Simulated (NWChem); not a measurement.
# UHF/3-21G run of Si2NH5F (SMILES F[SiH2]N[SiH2])

Aim: the adiabatic ionisation energy of Si2NH5F at UHF/3-21G, from 2 runs. 

The results are computed with NWChem 7.3.0.

**1. The molecule**

Si2NH5F has 9 atoms, charge 0, and is taken as a doublet. As SMILES, `F[SiH2]N[SiH2]`. The shape is that of a PBE0-D4/def2-TZVP optimisation. This is one conformer, not always the lowest. The run starts from this shape.

Bond lengths: F1–Si2 1.600 Å, Si2–N3 1.712 Å, N3–Si4 1.736 Å, Si2–H5 1.480 Å, Si2–H6 1.477 Å, N3–H7 1.012 Å, Si4–H8 1.489 Å, Si4–H9 1.494 Å. Some angles: F1–Si2–N3 112.4°, Si2–N3–Si4 128.4°, F1–Si2–H5 106.1°, F1–Si2–H6 106.9°, N3–Si2–H5 109.2°, N3–Si2–H6 108.5°, Si2–N3–H7 115.7°, Si4–N3–H7 115.2°, N3–Si4–H8 106.6°, N3–Si4–H9 109.5°.

**2. A geometry optimisation at UHF/3-21G**

Input file fh5nsi2.nw:

```
START fh5nsi2
memory 2200 mb

GEOMETRY units angstrom
  F    -1.778200    1.208900   -1.181800
  Si   -0.288000    1.123600   -0.604900
  N     0.241500   -0.491400   -0.403000
  Si    0.023600   -1.533600    0.967900
  H     0.576300    1.799100   -1.598800
  H    -0.302800    1.779800    0.718800
  H     0.600400   -0.942200   -1.234500
  H    -0.246300   -0.650000    2.136200
  H     1.261800   -2.340700    1.182700
END

BASIS spherical bse
  * library 3-21G
END

SCF
  doublet
  uhf
  thresh 1e-07
  maxiter 80
  print low
END

DRIVER
  maxiter 60
END

FREQ
  temp 3 298.15 600 900
END

TASK scf optimize
TASK scf frequencies
```

Launch:

```console
nwchem fh5nsi2.nw > fh5nsi2.out
```

Log:

```text
Northwest Computational Chemistry Package (NWChem) 7.3.0
             --------------------------------------------------------

           Job information
           ---------------

    nwchem branch   = 7.3.0
    use scalapack   = T
    input           = fh5nsi2.nw
    prefix          = fh5nsi2.
    data base       = ./fh5nsi2.db
    status          = startup
    nproc           =        1

           Memory information
           ------------------

    heap     =     72089600 doubles =      550.0 Mbytes
    stack    =     72089597 doubles =      550.0 Mbytes
    global   =    144179200 doubles =     1100.0 Mbytes (distinct from heap & stack)
    total    =    288358397 doubles =     2200.0 Mbytes
    verify   = yes
    hardfail = no

           Directory information
           ---------------------

  0 permanent = .
  0 scratch   = .

                                NWChem Input Module
                                -------------------

 Scaling coordinates for geometry "geometry" by  1.889725989
 (inverse scale =  0.529177249)

 C1  symmetry detected

          ------
          auto-z
          ------
  no constraints, skipping    0.0000000000000000
  no constraints, skipping    0.0000000000000000

                             Geometry "geometry" -> ""
                             -------------------------

 Output coordinates in angstroms (scale by  1.889725989 to convert to a.u.)

  No.       Tag          Charge          X              Y              Z
 ---- ---------------- ---------- -------------- -------------- --------------
    1 F                    9.0000    -0.82742929     1.96297936    -0.17298154
    2 Si                  14.0000     0.44829921     1.07940180     0.21765032
    3 N                    7.0000     0.42010575    -0.46653645    -0.51626992
[... 5 lines of this table left out ...]
    9 H                    1.0000     0.55056485    -3.08965050    -0.23766598

      Atomic Mass
      -----------

      F                 18.998400
      Si                27.976930
      N                 14.003070
      H                  1.007825

 Effective nuclear repulsion energy (a.u.)     217.0452672657

            Nuclear Dipole moment (a.u.)
            ----------------------------
        X                 Y               Z
 ---------------- ---------------- ----------------
     0.0000000000     0.0000000000     0.0000000000

                                Z-matrix (autoz)
                                --------

 Units are Angstrom for bonds and degrees for angles

      Type          Name      I     J     K     L     M      Value
      ----------- --------  ----- ----- ----- ----- ----- ----------
    1 Stretch                  1     2                       1.60025
    2 Stretch                  2     3                       1.71154
    3 Stretch                  2     5                       1.48025
    4 Stretch                  2     6                       1.47750
    5 Stretch                  3     4                       1.73581
    6 Stretch                  3     7                       1.01164
    7 Stretch                  4     8                       1.48947
    8 Stretch                  4     9                       1.49355
    9 Bend                     1     2     3               112.39074
   10 Bend                     1     2     5               106.10212
   11 Bend                     1     2     6               106.85668
   12 Bend                     2     3     4               128.38013
   13 Bend                     2     3     7               115.67555
   14 Bend                     3     2     5               109.21838
   15 Bend                     3     2     6               108.45096
   16 Bend                     3     4     8               106.62122
   17 Bend                     3     4     9               109.50999
   18 Bend                     4     3     7               115.22192
   19 Bend                     5     2     6               113.87365
   20 Bend                     8     4     9               110.97708
   21 Torsion                  1     2     3     4         -87.09924
   22 Torsion                  1     2     3     7          82.60677
   23 Torsion                  2     3     4     8         -21.07715
   24 Torsion                  2     3     4     9        -141.21827
   25 Torsion                  4     3     2     5         155.43077
   26 Torsion                  4     3     2     6          30.81011
   27 Torsion                  5     2     3     7         -34.86321
   28 Torsion                  6     2     3     7        -159.48388
   29 Torsion                  7     3     4     8         169.17770
   30 Torsion                  7     3     4     9          49.03659

            XYZ format geometry
            -------------------
     9
 geometry
 F                    -0.82742929     1.96297936    -0.17298154
 Si                    0.44829921     1.07940180     0.21765032
 N                     0.42010575    -0.46653645    -0.51626992
[... 5 lines of this table left out ...]
 H                     0.55056485    -3.08965050    -0.23766598

[... 150 lines left out ...]
      Two electron energy =    498.294003226544
[... 70 lines left out ...]
      One electron energy =  -1440.976842106144
[... 73 lines left out ...]
       Final UHF  results
[... 71 lines left out ...]
       Final UHF  results
[... 15 lines left out ...]
 new step= 1.51                   predicted energy=   -730.824066
[... 67 lines left out ...]
 Nuclear repulsion energy =    213.825988940019
[... 71 lines left out ...]
 Nuclear repulsion energy =    213.834927992213
[... 75 lines left out ...]
      One electron energy =  -1439.868855768513
[... 71 lines left out ...]
      One electron energy =  -1439.953914643578
[... 73 lines left out ...]
       Final UHF  results
[... 72 lines left out ...]
       Final UHF  results
[... 15 lines left out ...]
 new step= 2.37                   predicted energy=   -730.824194
[... 67 lines left out ...]
 Nuclear repulsion energy =    213.806945148691
[... 68 lines left out ...]
 Nuclear repulsion energy =    213.818446196453
[... 75 lines left out ...]
      One electron energy =  -1439.874552730243
[... 68 lines left out ...]
      One electron energy =  -1439.845897205920
[... 73 lines left out ...]
       Final UHF  results
[... 72 lines left out ...]
       Final UHF  results
[... 15 lines left out ...]
 new step= 2.74                   predicted energy=   -730.824285
[... 67 lines left out ...]
 Nuclear repulsion energy =    213.682379802613
[... 71 lines left out ...]
 Nuclear repulsion energy =    213.726584255073
[... 75 lines left out ...]
      One electron energy =  -1439.667398376578
[... 68 lines left out ...]
      One electron energy =  -1439.667828151585
[... 69 lines left out ...]
       Final UHF  results
[... 68 lines left out ...]
       Final UHF  results
[... 15 lines left out ...]
 new step= 4.00                   predicted energy=   -730.824307
[... 67 lines left out ...]
 Nuclear repulsion energy =    213.738111299567
[... 72 lines left out ...]
 Nuclear repulsion energy =    213.742898604987
[... 75 lines left out ...]
      One electron energy =  -1439.654253459750
[... 68 lines left out ...]
      One electron energy =  -1439.710429119771
[... 73 lines left out ...]
       Final UHF  results
[... 68 lines left out ...]
       Final UHF  results
[... 15 lines left out ...]
 new step= 1.43                   predicted energy=   -730.824329
[... 63 lines left out ...]
 Nuclear repulsion energy =    213.857189193714
[... 67 lines left out ...]
 Nuclear repulsion energy =    213.846982285064
[... 71 lines left out ...]
      One electron energy =  -1439.845923479056
[... 67 lines left out ...]
      One electron energy =  -1439.849136659428
[... 64 lines left out ...]
  The SCF is already converged
[... 85 lines left out ...]
                Final and change from initial internal coordinates
[... 102 lines left out ...]
 stpr_wrt_fd_dipole: overwrite of existing file./fh5nsi2.fd_ddipole
[... 41 lines left out ...]
 d_dipole_x/<atom=   1,y> =     0.0586     [    0.2817]
[... 5 lines left out ...]
 d_dipole_x/<atom=   3,y> =    -0.1672     [   -0.8031]
[... 5 lines left out ...]
 d_dipole_x/<atom=   5,y> =    -0.0603     [   -0.2894]
[... 5 lines left out ...]
 d_dipole_x/<atom=   7,y> =    -0.0563     [   -0.2704]
[... 5 lines left out ...]
 d_dipole_x/<atom=   9,y> =    -0.0107     [   -0.0516]
[... 6 lines left out ...]
 d_dipole_y/<atom=   2,x> =     0.0026     [    0.0127]
[... 5 lines left out ...]
 d_dipole_y/<atom=   4,x> =     0.1624     [    0.7801]
[... 5 lines left out ...]
 d_dipole_y/<atom=   6,x> =    -0.0178     [   -0.0857]
[... 5 lines left out ...]
 d_dipole_y/<atom=   8,x> =    -0.0028     [   -0.0136]
[... 6 lines left out ...]
 Z vector of derivative dipole (au) [debye/angstrom]
[... 5 lines left out ...]
 d_dipole_z/<atom=   2,z> =     1.7370     [    8.3433]
[... 5 lines left out ...]
 d_dipole_z/<atom=   4,z> =     0.8793     [    4.2232]
[... 5 lines left out ...]
 d_dipole_z/<atom=   6,z> =    -0.3486     [   -1.6745]
[... 5 lines left out ...]
 d_dipole_z/<atom=   8,z> =    -0.3593     [   -1.7258]
[... 130 lines left out ...]
          MASS-WEIGHTED PROJECTED HESSIAN (Hartree/Bohr/Bohr/Kamu)
[... 11 lines left out ...]
              11           12           13           14           15           16           17           18           19           20
   ----- ----- ----- ----- -----
   11    1.29597D+01
   12   -1.16304D+00  9.38691D+00
   13    2.52520D-01 -8.44202D-02  1.44781D+02
   14    2.97436D-01 -5.86445D-01  6.53176D+01  7.40686D+01
[... 12 lines of this table left out ...]
   27   -1.90126D-01 -4.47496D+00  7.87019D-02  2.81792D-01  4.34820D-01 -3.60512D-02 -1.69340D-01  4.40773D-01 -2.70708D-01 -7.81771D-01

              21           22           23           24           25           26           27
   ----- ----- ----- ----- -----
   21    4.49650D+02
   22    4.32094D-01  2.88280D+01
   23    7.07756D-01 -7.94966D+00  2.83084D+01
   24    1.02382D+00 -5.02439D+01  2.03934D+01  1.68917D+02
   25   -9.98471D-01  4.64254D-01  2.21406D+00  1.66213D-01  9.14816D+01
   26   -5.38574D-01  3.80159D+00  7.28455D-01 -8.61257D-02 -8.02359D+01  1.10993D+02
   27    3.42064D-01  1.30948D+01 -9.29915D+00  1.75868D+00 -9.72298D+00  5.14804D+00  1.85320D+01

 center of mass
 --------------
 x =  -0.04635020 y =   0.09620872 z =  -0.03495681

 moments of inertia (a.u.)
 ------------------
         911.530580803768           7.144628151984           1.236952149618
           7.144628151984         144.547541697601         -13.632583268240
           1.236952149618         -13.632583268240         959.338925209382

 Rotational Constants
 --------------------
 A=   0.417325 cm-1  (  0.600424 K)
 B=   0.066040 cm-1  (  0.095015 K)
 C=   0.062735 cm-1  (  0.090260 K)

 Temperature                      =   298.15K
 frequency scaling parameter      =   1.0000

 Zero-Point correction to Energy  =   35.377 kcal/mol  (  0.056377 au)
 Thermal correction to Energy     =   39.150 kcal/mol  (  0.062389 au)
 Thermal correction to Enthalpy   =   39.742 kcal/mol  (  0.063333 au)

 Total Entropy                    =   78.447 cal/mol-K
   - Translational                =   39.516 cal/mol-K (mol. weight =  93.9945)
   - Rotational                   =   26.325 cal/mol-K (symmetry #  =        1)
   - Vibrational                  =   12.607 cal/mol-K

 Cv (constant volume heat capacity) =   19.628 cal/mol-K
   - Translational                  =    2.979 cal/mol-K
   - Rotational                     =    2.979 cal/mol-K
   - Vibrational                    =   13.669 cal/mol-K

 Temperature                      =   600.00K
 frequency scaling parameter      =   1.0000

 Zero-Point correction to Energy  =   35.377 kcal/mol  (  0.056377 au)
 Thermal correction to Energy     =   46.949 kcal/mol  (  0.074819 au)
 Thermal correction to Enthalpy   =   48.141 kcal/mol  (  0.076718 au)

 Total Entropy                    =   97.450 cal/mol-K
   - Translational                =   42.988 cal/mol-K (mol. weight =  93.9945)
   - Rotational                   =   28.409 cal/mol-K (symmetry #  =        1)
   - Vibrational                  =   26.053 cal/mol-K

 Cv (constant volume heat capacity) =   30.813 cal/mol-K
   - Translational                  =    2.979 cal/mol-K
   - Rotational                     =    2.979 cal/mol-K
   - Vibrational                    =   24.854 cal/mol-K

 Temperature                      =   900.00K
 frequency scaling parameter      =   1.0000

 Zero-Point correction to Energy  =   35.377 kcal/mol  (  0.056377 au)
 Thermal correction to Energy     =   57.161 kcal/mol  (  0.091092 au)
 Thermal correction to Enthalpy   =   58.949 kcal/mol  (  0.093941 au)

 Total Entropy                    =  111.976 cal/mol-K
   - Translational                =   45.002 cal/mol-K (mol. weight =  93.9945)
   - Rotational                   =   29.617 cal/mol-K (symmetry #  =        1)
   - Vibrational                  =   37.357 cal/mol-K

 Cv (constant volume heat capacity) =   36.705 cal/mol-K
   - Translational                  =    2.979 cal/mol-K
   - Rotational                     =    2.979 cal/mol-K
   - Vibrational                    =   30.746 cal/mol-K

          -------------------------------------------------
          NORMAL MODE EIGENVECTORS IN CARTESIAN COORDINATES
          -------------------------------------------------
             (Projected Frequencies expressed in cm-1)

                    1           2           3           4           5           6

 P.Frequency       -0.00       -0.00       -0.00        0.00        0.00        0.00

           1     0.00161     0.09766     0.03027     0.07223    -0.00583     0.10020
[... 25 lines of this table left out ...]
          27    -0.18926     0.00105     0.00857    -0.12009     0.02268     0.10696

                    7           8           9          10          11          12

 P.Frequency       74.30      101.57      244.22      324.07      580.76      659.48

           1     0.05525     0.04515    -0.00682     0.00773    -0.02768    -0.01089
[... 25 lines of this table left out ...]
          27    -0.40228     0.47281    -0.08314     0.01230     0.07328    -0.17155

                   13          14          15          16          17          18

 P.Frequency      690.82      843.62      857.97      912.89      945.52      974.29

           1    -0.01793    -0.00607     0.00665    -0.05312    -0.12690    -0.01579
[... 25 lines of this table left out ...]
          27     0.22830    -0.00314    -0.22572    -0.05690    -0.06648     0.46651

                   19          20          21          22          23          24

 P.Frequency     1001.30     1073.02     1119.47     1405.14     2233.28     2267.66

           1     0.00546     0.02709    -0.02149    -0.00158    -0.00000    -0.00015
[... 25 lines of this table left out ...]
          27     0.40629    -0.06362     0.02610     0.02336    -0.06308    -0.00379

                   25          26          27

 P.Frequency     2354.92     2379.15     3715.09

           1    -0.00058     0.00009    -0.00004
[... 25 lines of this table left out ...]
          27    -0.00133     0.00169    -0.00010

 ----------------------------------------------------------------------------
 Normal Eigenvalue ||    Projected Derivative Dipole Moments (debye/angs)
  Mode   [cm**-1]  ||      [d/dqX]             [d/dqY]           [d/dqZ]
 ------ ---------- || ------------------ ------------------ -----------------
    1       -0.000 ||      -0.025              -0.036             0.024
    2       -0.000 ||      -0.042              -0.046             0.011
    3       -0.000 ||      -0.025              -0.024             0.000
[... 23 lines of this table left out ...]
   27     3715.088 ||       0.227              -0.009            -0.890
 ----------------------------------------------------------------------------

 ----------------------------------------------------------------------------
 Normal Eigenvalue ||           Projected Infra Red Intensities
  Mode   [cm**-1]  || [atomic units] [(debye/angs)**2] [(KM/mol)] [arbitrary]
 ------ ---------- || -------------- ----------------- ---------- -----------
    1       -0.000 ||    0.000110           0.003         0.107       0.011
    2       -0.000 ||    0.000171           0.004         0.167       0.017
    3       -0.000 ||    0.000053           0.001         0.051       0.005
[... 23 lines of this table left out ...]
   27     3715.088 ||    0.036549           0.843        35.630       3.587
 ----------------------------------------------------------------------------

 vib:animation  F

 Task  times  cpu:       10.7s     wall:       10.7s
 Total times  cpu:       82.0s     wall:       82.0s
```

Run time: 83 s. Hardware: 1 thread of Intel Xeon Platinum 8375C at 2.90GHz (Ice Lake), shared host; peak memory 0.12 GiB.

The path in brief:

| step | energy from the first frame kept (eV) |
| --- | --- |
| 0 | 0.0000 |
| 1 | -0.0521 |
| 2 | -0.0541 |
| 3 | -0.0556 |
| 4 | -0.0572 |
| 5 | -0.0576 |
| 6 | -0.0580 |
| 7 | -0.0588 |
| 8 | -0.0601 |
| 9 | -0.0605 |
| 10 | -0.0606 |
| 11 | -0.0607 |
| 12 | -0.0609 |
| 13 | -0.0612 |
| 14 | -0.0613 |
| 15 | -0.0613 |
| 16 | -0.0613 |

After the run. Bond lengths: F1–Si2 1.633 Å, Si2–N3 1.730 Å, N3–Si4 1.763 Å, Si2–H5 1.476 Å, Si2–H6 1.472 Å, N3–H7 1.007 Å, Si4–H8 1.488 Å, Si4–H9 1.492 Å. Some angles: F1–Si2–N3 112.2°, Si2–N3–Si4 129.5°, F1–Si2–H5 106.2°, F1–Si2–H6 107.6°, N3–Si2–H5 109.8°, N3–Si2–H6 108.2°, Si2–N3–H7 115.7°, Si4–N3–H7 114.8°, N3–Si4–H8 108.0°, N3–Si4–H9 112.6°.

[end of part 1 of 2]
